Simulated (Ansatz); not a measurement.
Wanted: the native input for an Ansatz 0.2.0 run.

| Quantity | Value |
| --- | --- |
| Task | band structure |
| Functional | PBEsol |
| Potentials or basis | all-electron LAPW, scalar-relativistic |
| Cutoff | 455 eV (chosen from the basis error) |
| Basis error allowed | 0.003 eV/atom |
| k mesh | 5 × 5 × 5 |
| Occupations | fermi-dirac, width 0.05 eV |
| Spin | collinear spin, ferromagnetic start |
| Starting moments | [0.0, 0.0, 0.0, 0.0, 1.0, 0.0, 0.0, 0.0, 0.0, 0.0, 0.0, 0.0, 0.0, 0.0, 0.0, 0.0] μB |

The system is Ta4NiO11.

```
CELL_PARAMETERS angstrom
1.95495 -14.82973 0.00000
1.95495 14.82973 0.00000
0.00000 0.00000 3.88590
ATOMIC_POSITIONS crystal
Ta 0.20437 0.79563 0.00000
Ta 0.92451 0.07549 0.00000
Ta 0.07549 0.92451 0.00000
Ta 0.79563 0.20437 0.00000
Ni 0.50000 0.50000 0.00000
O 0.13987 0.86013 0.00000
O 0.72107 0.27893 0.00000
O 0.43645 0.56355 0.00000
O 0.56355 0.43645 0.00000
O 0.00000 0.00000 0.00000
O 0.86013 0.13987 0.00000
O 0.27893 0.72107 0.00000
O 0.92790 0.07210 0.50000
O 0.07210 0.92790 0.50000
O 0.79436 0.20564 0.50000
O 0.20564 0.79436 0.50000
```

The cell was built by a generator and needn't be a form met in nature.

The input as run:

input.yaml

```yaml
crystal:
  lattice:
    - [1.95495, -14.82973, 0.0]
    - [1.95495, 14.82973, 0.0]
    - [0.0, 0.0, 3.8859]
  atoms:
    - { symbol: Ta, position: [0.20437, 0.79563, 0.0] }
    - { symbol: Ta, position: [0.92451, 0.07549, 0.0] }
    - { symbol: Ta, position: [0.07549, 0.92451, 0.0] }
    - { symbol: Ta, position: [0.79563, 0.20437, 0.0] }
    - { symbol: Ni, position: [0.5, 0.5, 0.0], spin: 1.0 }
    - { symbol: O, position: [0.13987, 0.86013, 0.0] }
    - { symbol: O, position: [0.72107, 0.27893, 0.0] }
    - { symbol: O, position: [0.43645, 0.56355, 0.0] }
    - { symbol: O, position: [0.56355, 0.43645, 0.0] }
    - { symbol: O, position: [0.0, 0.0, 0.0] }
    - { symbol: O, position: [0.86013, 0.13987, 0.0] }
    - { symbol: O, position: [0.27893, 0.72107, 0.0] }
    - { symbol: O, position: [0.9279, 0.0721, 0.5] }
    - { symbol: O, position: [0.0721, 0.9279, 0.5] }
    - { symbol: O, position: [0.79436, 0.20564, 0.5] }
    - { symbol: O, position: [0.20564, 0.79436, 0.5] }
kpoints:
  mp_grid: { grid: [5, 5, 5] }
  band_path:
    path:
      - [0.0, 0.0, 0.0]
      - [0.2543445503, 0.2543445503, 0.0]
      - [0.0, 0.5, 0.0]
      - [0.0, 0.5, 0.5]
      - [0.2543445503, 0.2543445503, 0.5]
      - [0.0, 0.0, 0.5]
      - [0.0, 0.0, 0.0]
      - [-0.5, 0.5, 0.0]
    npoints: 12
scf:
  occupations: { method: fermi_dirac, width: 0.05 }
hamiltonian:
  xc: pbesol
  pseudopotentials: { kind: all_electron, lapw: { basis_error: 0.003 } }
magnetization:
  spin_polarized: true
output:
  forces: true
  stress: true
  eigenvalues: true
```

Potentials or basis: all-electron LAPW, scalar-relativistic.

Command:

```sh
$ ansatz run input.yaml --threads 8 --pin off --max-ram 24576MiB --backend cpu --events-out ev --progress --plain --runs-dir out
```

It gave:

```json
{"Pressure": "-5.3 GPa", "Largest force": "0.276 eV/Å", "Band gap along the path": "none (metal or under the smearing width)", "Net moment": "0.40 μB per cell", "Absolute moment": "0.45 μB per cell", "Site moments": "Ta -0.00; Ni +0.33; O -0.00, +0.07, +0.00 μB"}
```

Caveat: the k mesh is thin for a metal, which can move the energy by tens of meV per atom; spin-orbit coupling is left out, which moves the levels of the heavy elements; a cell with one magnetic atom can't hold antiferromagnetic order, which such compounds often take; semilocal functionals often make such compounds metallic where correlation or magnetic order opens a gap, which also shifts bond lengths.

Run time: 4.9 min on 8 threads of Intel(R) Xeon(R) 6975P-C (Granite Rapids), on a shared host, peak memory 5.4 GiB.
